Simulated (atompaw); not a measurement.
# Au: the cost of one run

Method: atompaw 4.2.0.5, PBEsol, scalar-relativistic.

## 1. The atom and the settings

Typed settings, in words:

```
element                 : gold (Au, Z = 79)
type                    : PAW
frozen core             : [Xe] 4f14
valence charge          : 11
reference configuration : 5d10 6s1 6p0
partial waves           : 6s (bound): rc 2.80 bohr; 6s channel at 0.1 Ry: rc 2.80 bohr; 6p (bound, empty): rc 2.85 bohr; 6p channel at 1.25 Ry: rc 2.85 bohr; 5d (bound): rc 0.60 bohr; 5d channel at 0.55 Ry: rc 2.85 bohr
local potential         : bessel scheme, radius 2.50 bohr
core correction         : smooth core density matched at 2.55 bohr
augmentation charge     : besselshape compensation charge, radius 2.70 bohr; PAW radius 2.85 bohr; waves and projectors: custom rrkj gramschmidtortho
```

An earlier all-electron run gives the scale for the radii.

All-electron outer shells of the reference configuration (PBEsol, scalar-relativistic, ld1.x):

```tsv
shell	level (eV)	outermost node (bohr)	outermost maximum (bohr)
4f	-81.19	–	0.37
5p	-59.80	0.52	0.96
5d	-6.90	0.56	1.21
6s	-5.80	1.11	2.32
6p	-0.70	1.32	3.55
```

## 2. The generation run

Au.input reads:

```
Au 79
GGA-PBESOL scalarrelativistic loggrid 2001 logderivrange -3 5 201
6 6 5 4 0 0
6 0 1
6 1 0
0 0 0
c
c
c
c
c
v
c
c
c
c
v
c
c
v
c
2
2.85 2.70 2.50 2.55
y
0.1
n
y
1.25
n
y
0.55
n
custom rrkj gramschmidtortho besselshape
bessel
2.80
2.80
2.85
2.85
0.60
2.85
PWSCFOUT
UPFDX 0.0125d0 UPFXMIN -7.d0 UPFZMESH 79.d0
END
```

The run is started by

```
$ atompaw < Au.input > Au.log
```

**Question.** How long does this run take on 1 thread of Intel Xeon Platinum 8488C, shared host?

About 9.1 s.
